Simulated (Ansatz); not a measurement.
# GaSiH7O (SMILES [SiH3][OH+][GaH3-]) at 6 levels

We compute a comparison of 6 runs (HF/3-21G, CAM-B3LYP/6-31G*, B3LYP/6-31G*, RPA@PBE/6-31G*, CCSD/6-31G*, CCSD(T)/6-31G*) of GaSiH7O. 

The calculation is run with Ansatz 0.2.0.

67 further runs of the same task are left out: 1 that didn't finish, 66 set aside as unsound or not needed.

## (1) Starting point

The species is GaSiH7O (10 atoms), meant as a singlet with charge 0. As SMILES, `[SiH3][OH+][GaH3-]`. The Si1–H6 distance was set to 2.655 Å, away from the relaxed value. At this shape a bond of the SMILES string is far longer than usual.

Bond lengths: Si1–O2 1.685 Å, O2–Ga3 2.176 Å, Si1–H4 1.485 Å, Si1–H5 1.480 Å, O2–H7 0.960 Å, Ga3–H8 1.571 Å, Ga3–H9 1.583 Å, Ga3–H10 1.578 Å. Some angles: Si1–O2–Ga3 118.1°, Si1–O2–H7 117.7°, Ga3–O2–H7 112.1°, O2–Si1–H4 106.7°, O2–Si1–H5 110.5°, O2–Ga3–H8 100.1°, O2–Ga3–H9 92.2°, O2–Ga3–H10 95.6°, H4–Si1–H5 110.0°, H8–Ga3–H9 118.9°.

## (2) The energy at HF/3-21G (run 1)

molecule.yaml

```yaml
crystal:
  periodic: [false, false, false]
  atoms:
    - symbol: Si
      position_ang: [-0.816792, -0.386419, -1.669154]
    - symbol: O
      position_ang: [-1.104292, -1.300219, -0.282354]
    - symbol: Ga
      position_ang: [0.550008, -1.617519, 1.095346]
    - symbol: H
      position_ang: [-2.099192, -0.326519, -2.414854]
    - symbol: H
      position_ang: [0.223908, -1.025819, -2.504754]
    - symbol: H
      position_ang: [-0.069600, 2.013200, -0.814500]
    - symbol: H
      position_ang: [-1.655992, -2.081319, -0.369754]
    - symbol: H
      position_ang: [-0.025492, -0.919919, 2.380446]
    - symbol: H
      position_ang: [1.553508, -0.813019, 0.172746]
    - symbol: H
      position_ang: [0.538208, -3.192119, 0.991046]
basis:
  gaussian: {orbitals: 3-21G-spherical.json}
hamiltonian: {xc: hf}
accuracy: high
output: {orbitals: {seedname: orbitals}}
```

The basis set 3-21G is read from a file made from the Basis Set Exchange's data (not shown).

Started as:

```console
$ ansatz run molecule.yaml --threads 1 --pin off --max-ram 3480MiB --events-out events.jsonl --progress --plain --runs-dir runs
```

What it wrote:

```text
Warning: RAYON_NUM_THREADS=1 ignored (pool sized by the plan → 1); use --threads N
Functional definition: HF
  name "HF"
  exchange = exact_x
  correlation = 0
1194 factors; integrals over basis functions are off by at most 4.9e-9 eV
mean field evaluation 1: about -62029.1704 eV, gradient 2.6e1 eV
mean field evaluation 2: about -62029.4742 eV, gradient 2.7e1 eV
mean field evaluation 4: about -62031.2340 eV, gradient 2.3e0 eV
mean field evaluation 8: about -62031.2601 eV, gradient 9.4e-2 eV
mean field evaluation 16: about -62031.2602 eV, gradient 1.4e-8 eV
mean field -62031.26015541 eV, -2279.6067644130 hartree, gradient 1.4e-8 eV, S^2 0.000000; 0 other end points of the search recorded, 0 dependent functions left out
reference -62031.26015541 eV, -2279.6067644130 hartree; 30, 30 occupied and 28, 28 virtual orbitals, 1194 factors
Total energy: -62031.26015541 eV, -2279.6067644130 hartree
```

Wall time 0.95 s (1 thread of Arm Neoverse V1, shared host); peak memory 0.13 GiB.

## (3) The energy at CAM-B3LYP/6-31G(d) (spherical functions) (run 2)

job.yaml

```yaml
crystal:
  periodic: [false, false, false]
  atoms:
    - {symbol: Si, position_ang: [-0.816792, -0.386419, -1.669154]}
    - {symbol: O, position_ang: [-1.104292, -1.300219, -0.282354]}
    - {symbol: Ga, position_ang: [0.550008, -1.617519, 1.095346]}
    - {symbol: H, position_ang: [-2.099192, -0.326519, -2.414854]}
    - {symbol: H, position_ang: [0.223908, -1.025819, -2.504754]}
    - {symbol: H, position_ang: [-0.069600, 2.013200, -0.814500]}
    - {symbol: H, position_ang: [-1.655992, -2.081319, -0.369754]}
    - {symbol: H, position_ang: [-0.025492, -0.919919, 2.380446]}
    - {symbol: H, position_ang: [1.553508, -0.813019, 0.172746]}
    - {symbol: H, position_ang: [0.538208, -3.192119, 0.991046]}
basis:
  gaussian: {orbitals: 6-31G_st_-spherical.json}
hamiltonian: {xc: {name: CAM-B3LYP}}
accuracy: high
output: {orbitals: {seedname: orbitals}}
```

The basis set 6-31G* is read from a file made from the Basis Set Exchange's data (not shown).

Started as:

```console
$ ansatz run job.yaml --threads 1 --pin off --max-ram 3480MiB --events-out events.jsonl --progress --plain --runs-dir runs
```

What it wrote:

```text
Warning: RAYON_NUM_THREADS=1 ignored (pool sized by the plan → 1); use --threads N
Functional definition: CAM-B3LYP
  name "CAM-B3LYP"
  parameter alpha = 0.19
  parameter beta = 0.46
  parameter omega = 0.33/bohr
  parameter ac = 0.81
  exchange = (1 - alpha - beta)*b88_x + beta*b88_x_sr(omega) + alpha*exact_x + beta*exact_x_lr(omega)
  correlation = (1 - ac)*vwn5_c + ac*lyp_c
1781 factors; integrals over basis functions are off by at most 4.7e-9 eV
483 factors; integrals over basis functions are off by at most 2.0e-9 eV
mean field evaluation 1: about -62404.4703 eV, gradient 4.3e1 eV
mean field evaluation 2: about -62402.6250 eV, gradient 5.5e1 eV
mean field evaluation 4: about -62407.5126 eV, gradient 1.8e0 eV
mean field evaluation 8: about -62407.6433 eV, gradient 1.8e-1 eV
mean field evaluation 16: about -62407.6434 eV, gradient 1.2e-5 eV
mean field -62407.64337270 eV, -2293.4385925268 hartree, gradient 4.2e-8 eV, S^2 0.000000; 0 other end points of the search recorded, 0 dependent functions left out
reference -62407.64339645 eV, -2293.4385933995 hartree; 30, 30 occupied and 48, 48 virtual orbitals, 1781 factors
Total energy: -62407.64339645 eV, -2293.4385933995 hartree
```

Wall time 11 s (1 thread of Arm Neoverse V1, shared host); peak memory 0.32 GiB.

## (4) The energy at B3LYP/6-31G(d) (Cartesian functions) (run 3)

in.yaml

```yaml
crystal:
  periodic: [false, false, false]
  atoms:
    - {symbol: Si, position_ang: [-0.816792, -0.386419, -1.669154]}
    - {symbol: O, position_ang: [-1.104292, -1.300219, -0.282354]}
    - {symbol: Ga, position_ang: [0.550008, -1.617519, 1.095346]}
    - {symbol: H, position_ang: [-2.099192, -0.326519, -2.414854]}
    - {symbol: H, position_ang: [0.223908, -1.025819, -2.504754]}
    - {symbol: H, position_ang: [-0.069600, 2.013200, -0.814500]}
    - {symbol: H, position_ang: [-1.655992, -2.081319, -0.369754]}
    - {symbol: H, position_ang: [-0.025492, -0.919919, 2.380446]}
    - {symbol: H, position_ang: [1.553508, -0.813019, 0.172746]}
    - {symbol: H, position_ang: [0.538208, -3.192119, 0.991046]}
basis:
  gaussian:
    orbitals: "6-31G*"
hamiltonian:
  xc: {name: B3LYP}
accuracy: high
output:
  orbitals: {seedname: orbitals}
```

Started as:

```console
$ ansatz run in.yaml --threads 1 --pin off --max-ram 3480MiB --events-out events.jsonl --progress --plain --runs-dir runs
```

What it wrote:

```text
Warning: RAYON_NUM_THREADS=1 ignored (pool sized by the plan → 1); use --threads N
Functional definition: B3LYP
  name "B3LYP"
  parameter a0 = 0.2
  parameter ax = 0.72
[... 1 set-up line as earlier in the session ...]
  exchange = (1 - a0 - ax)*slater_x + ax*b88_x + a0*exact_x
  correlation = (1 - ac)*vwn_rpa_c + ac*lyp_c
1805 factors; integrals over basis functions are off by at most 4.7e-9 eV
mean field evaluation 1: about -62403.6364 eV, gradient 4.9e1 eV
mean field evaluation 2: about -62396.2607 eV, gradient 8.1e1 eV
mean field evaluation 4: about -62407.4087 eV, gradient 4.4e0 eV
mean field evaluation 8: about -62407.5789 eV, gradient 6.8e-1 eV
mean field evaluation 16: about -62407.5811 eV, gradient 1.3e-5 eV
mean field -62407.58106668 eV, -2293.4363028226 hartree, gradient 2.2e-8 eV, S^2 0.000000; 0 other end points of the search recorded, 0 dependent functions left out
reference -62407.58111540 eV, -2293.4363046131 hartree; 30, 30 occupied and 53, 53 virtual orbitals, 1805 factors
Total energy: -62407.58111540 eV, -2293.4363046131 hartree
```

Wall time 10 s (1 thread of Arm Neoverse V1, shared host); peak memory 0.29 GiB.

Runs 4 to 5 aren't shown in full; the table further down has their settings and results.

## (5) The energy at CCSD(T)/6-31G(d) (spherical functions) (run 6)

input.yaml

```yaml
crystal:
  periodic: [false, false, false]
  atoms:
    - {symbol: Si, position_ang: [-0.816792, -0.386419, -1.669154]}
    - {symbol: O, position_ang: [-1.104292, -1.300219, -0.282354]}
    - {symbol: Ga, position_ang: [0.550008, -1.617519, 1.095346]}
    - {symbol: H, position_ang: [-2.099192, -0.326519, -2.414854]}
    - {symbol: H, position_ang: [0.223908, -1.025819, -2.504754]}
    - {symbol: H, position_ang: [-0.069600, 2.013200, -0.814500]}
    - {symbol: H, position_ang: [-1.655992, -2.081319, -0.369754]}
    - {symbol: H, position_ang: [-0.025492, -0.919919, 2.380446]}
    - {symbol: H, position_ang: [1.553508, -0.813019, 0.172746]}
    - {symbol: H, position_ang: [0.538208, -3.192119, 0.991046]}
basis:
  gaussian:
    orbitals: 6-31G_st_-spherical.json
correlation:
  method: ccsd_t
  frozen_orbitals: {Ga: 9, H: 0, O: 1, Si: 5}
accuracy: high
scf:
  omitted_lower_state_checks: [cluster_reference, increment]
```

The basis set 6-31G* is read from a file made from the Basis Set Exchange's data (not shown).

Started as:

```console
$ ansatz run input.yaml --threads 1 --pin off --max-ram 3480MiB --events-out events.jsonl --progress --plain --runs-dir runs
```

What it wrote:

```text
Warning: RAYON_NUM_THREADS=1 ignored (pool sized by the plan → 1); use --threads N
[... 11 lines left out ...]
15 core orbitals not correlated: weight in the atoms' cores, before any rotation towards them, 1.000 or more for the frozen orbitals, at most 0.000 for the correlated occupied ones
[... 27 lines left out ...]
Total energy: -62347.97800391 eV, -2291.2459306663 hartree
Checks for a lower state left out: cluster_reference, increment
```

Run time: 15 s. Hardware: 1 thread of Arm Neoverse V1, shared host; peak memory 0.35 GiB.

## (6) The series

```csv
run,level,Cartesian functions,frozen core orbitals,energy (Eh),wall time
1,HF/3-21G,no,–,-2279.606764,0.95 s
2,CAM-B3LYP/6-31G* (spherical functions),no,–,-2293.438593,11 s
3,B3LYP/6-31G* (Cartesian functions),yes,–,-2293.436305,10 s
4,RPA@PBE/6-31G* (spherical functions),no,15,-2291.449801,17 s
5,CCSD/6-31G* (spherical functions),no,15,-2291.232018,13 s
6,CCSD(T)/6-31G* (spherical functions),no,15,-2291.245931,15 s
```

## (7) Outcome

| quantity | value |
| --- | --- |
| run 6: total energy | -2291.24593 Eh |
| run 6: correlation energy (15 core orbitals frozen) | -576.4 mEh |
| run 6: (T) correction | -13.91 mEh |
| run 6: T1 diagnostic | 0.019 |

Over runs 1, 2, 3 the HOMO–LUMO gap runs from 4.08 eV (B3LYP/6-31G*) to 9.74 eV (HF/3-21G). The two ends differ in method and basis. Totals of different functionals can't be ranked against each other. In runs 5, 6 the log says that unrestricted orbitals would lower the reference, so the values rest on an unstable closed-shell determinant (other closed-shell runs at this shape may share the fault). All runs together took 66 s, the longest 17 s.
